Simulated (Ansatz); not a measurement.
Crystal: K3Ge.

```
CELL_PARAMETERS angstrom
0.00000 4.31101 4.31101
4.31101 0.00000 4.31101
4.31101 4.31101 0.00000
ATOMIC_POSITIONS crystal
Ge 0.00000 0.00000 0.00000
K 0.50000 0.50000 0.50000
K 0.75000 0.75000 0.75000
K 0.25000 0.25000 0.25000
```

The cell comes from a database or a generator and needn't be the stable form of this composition.

- Program: Ansatz 0.2.0
- Task: relaxation of cell and atoms
- Functional: PBEsol
- Dispersion: D3(BJ)
- Potentials or basis: Ansatz PAW
- Cutoff: 420 eV (not typed: the program's choice for these potentials)
- k mesh: 6 × 6 × 6
- Occupations: fermi-dirac, width 0.05 eV
- Spin: no spin polarisation

At the start: volume 40.06 Å³/atom.

**Question.** Where does the relaxation end?

**Answer.** It ends after 6 steps and the volume is 33.94 Å³/atom (-15.3 %); space group Fm-3m (No. 225, to 0.05 Å).

The path:
| step | energy change (eV) | largest force (eV/Å) | volume (Å³) |
| --- | --- | --- | --- |
| 1 | 0.0000 | 0.0000 | 160.24 |
| 2 | -0.0522 | 0.0000 | 153.82 |
| 3 | -0.1222 | 0.0000 | 132.12 |
| 4 | -0.1258 | 0.0000 | 136.51 |
| 5 | -0.1259 | 0.0000 | 135.77 |
| 6 | -0.1253 | 0.0000 | 135.77 |

Final structure:
```
Ge K
1.0
     0.00000    4.07933    4.07933
     4.07933    0.00000    4.07933
     4.07933    4.07933    0.00000
Ge K
1 3
Direct
  0.00000 0.00000 0.00000
  0.50000 0.50000 0.50000
  0.75000 0.75000 0.75000
  0.25000 0.25000 0.25000
```

Caveat: the volume moved by over 15 % at a fixed basis, so the end points are rough; the plane-wave basis is chosen anew once the cell has moved, so the energies of steps on either side of that aren't comparable; pairwise dispersion overbinds metals, which lowers pressure and volume; the PAW data sets come from PBE, with cores solved anew for the run's functional, which leaves a small shift of forces and pressure.
